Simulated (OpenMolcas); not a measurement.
# A OpenMolcas job on MoO3 (SMILES [O]=[Mo](=[O])=[O])

Aim: the energy of MoO3.

Program for the calculation: OpenMolcas 26.06.

### Step 1. Starting point

MoO3 has 4 atoms, charge 0, and is taken as a singlet. As SMILES, `[O]=[Mo](=[O])=[O]`. The shape comes from GFN2-xTB, which is rough for such elements, and wasn't checked as a minimum.

Bond lengths: Mo1–O2 1.657 Å, Mo1–O3 1.657 Å, Mo1–O4 1.657 Å. Angles: O2–Mo1–O3 111.7°, O2–Mo1–O4 111.7°, O3–Mo1–O4 111.7°.

### Step 2. The job

Contents of mol.xyz:

```xyz
4

Mo    -0.003380     0.002270     0.365370
O      1.584390    -0.027100    -0.106970
O     -0.767660     1.383530    -0.137500
O     -0.813340    -1.358700    -0.120900
```

Contents of step10.input:

```
* MoO3 CASPT2

&GATEWAY
 Coord
 mol.xyz
 Basis
 ANO-R1
 Group
 NoSym
 RICD

&SEWARD

&RASSCF
 FileOrb
 $CurrDir/step2.RasOrb
 Spin
 1
 Nactel
 2 0 0
 Inactive
 32
 Ras2
 2
 OrbListing
 Nothing

&CASPT2
```

Command:

```bash
$ export MOLCAS_MEM=2
$ pymolcas step10.input > step10.log
```

Standard output:

```text
--- Start Module: gateway ---

                                              &GATEWAY

                       available to each process: 2.0 MB of memory, 1 thread

---------------------------------------------------------------------------------------------
  Nr.	 Label		Type		Offset		Length	   Atime	  Address
---------------------------------------------------------------------------------------------
  1	FILETABL    	CHAR	-74816544477960	       26929           5	[0xaaaae7cdc060]
  2	DBSC        	CHAR	    -238785368	     1456001          58	[0xeeb66f20c010]
---------------------------------------------------------------------------------------------
Maximal available memory for Molcas = 517070
 ?mma_allo_?D: error: out-of-memory
 label: Shells
  available (kB):          517
  required  (kB):          792

--- Stop Module: gateway /rc=-6 ---

.########################.
.# Non-zero return code #.
.########################.

    Timing: Wall=0.04 User=0.03 System=0.01
```

Wall time 0.28 s (1 thread of Arm Neoverse V1, shared host).

### Step 3. Diagnosis

The program stopped with an error.

The log says `?mma_allo_?D: error: out-of-memory`. The fault: too little memory is allowed.
